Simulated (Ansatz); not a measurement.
# BrF4H3W: the cost of one run

Program: Ansatz 0.2.0. Level of theory: RKS PBE/def2-SVP. These are calculated values, not measurements.

**1. The starting structure**

Bond lengths: W1–H2 2.070 Å, W1–F3 1.850 Å, W1–F4 1.850 Å, W1–F5 1.850 Å, W1–F6 1.850 Å, W1–H7 1.720 Å, W1–Br8 2.870 Å, F4–Br8 2.095 Å. Angles (14 of 23 angles, heavy atoms first): F3–W1–F4 90.0°, F3–W1–F5 180.0°, F3–W1–F6 90.0°, F3–W1–Br8 48.9°, F4–W1–F5 90.0°, F4–W1–F6 180.0°, F4–W1–Br8 46.8°, F5–W1–F6 90.0°, F5–W1–Br8 131.1°, F6–W1–Br8 133.2°, W1–F4–Br8 93.1°, W1–Br8–F4 40.1°, H2–W1–F3 90.0°, H2–W1–F4 90.0°.

Coordinates:

```xyz
9

W     0.0000    0.0000    0.0000
H     0.0000    0.0000    2.0700
F     1.8500    0.0000    0.0000
F     0.0000    1.8500    0.0000
F    -1.8500    0.0000    0.0000
F     0.0000   -1.8500    0.0000
H     0.0000    0.0000   -1.7200
Br    1.8861    1.9648    0.9050
H     0.6964    0.7254    2.1290
```

**2. Pulling towards end A**

Springs on the bonds that form and break draw the guess towards this end; the thresholds are loose.

File input.yaml:

```yaml
crystal:
  periodic: [false, false, false]
  atoms:
    - { symbol: W, position_ang: [0.0, 0.0, 0.0] }
    - { symbol: H, position_ang: [0.0, 0.0, 2.07] }
    - { symbol: F, position_ang: [1.85, 0.0, 0.0] }
    - { symbol: F, position_ang: [0.0, 1.85, 0.0] }
    - { symbol: F, position_ang: [-1.85, 0.0, 0.0] }
    - { symbol: F, position_ang: [0.0, -1.85, 0.0] }
    - { symbol: H, position_ang: [0.0, 0.0, -1.72] }
    - { symbol: Br, position_ang: [1.8861, 1.9648, 0.905] }
    - { symbol: H, position_ang: [0.6964, 0.7254, 2.129] }
basis:
  gaussian: { orbitals: def2-SVP }
hamiltonian:
  xc: pbe
relax:
  f_tol: 0.15
  max_steps: 25
  restrain:
    - { distance: [0, 7], at: 3.77, k: 30.0 }
    - { distance: [8, 1], at: 1.86, k: 30.0 }
    - { distance: [0, 1], at: 1.72, k: 30.0 }
    - { distance: [8, 7], at: 1.55, k: 30.0 }
output:
  orbitals: {}
```

The run is started by

```
ansatz run input.yaml --threads 4 --pin off --max-ram 5120MiB --backend cpu --events-out ev --progress --plain --runs-dir out
```

Q: Estimate wall time and peak memory on 4 threads of Arm Neoverse V2, shared host.

About 29 s, with a peak of 0.21 GiB.
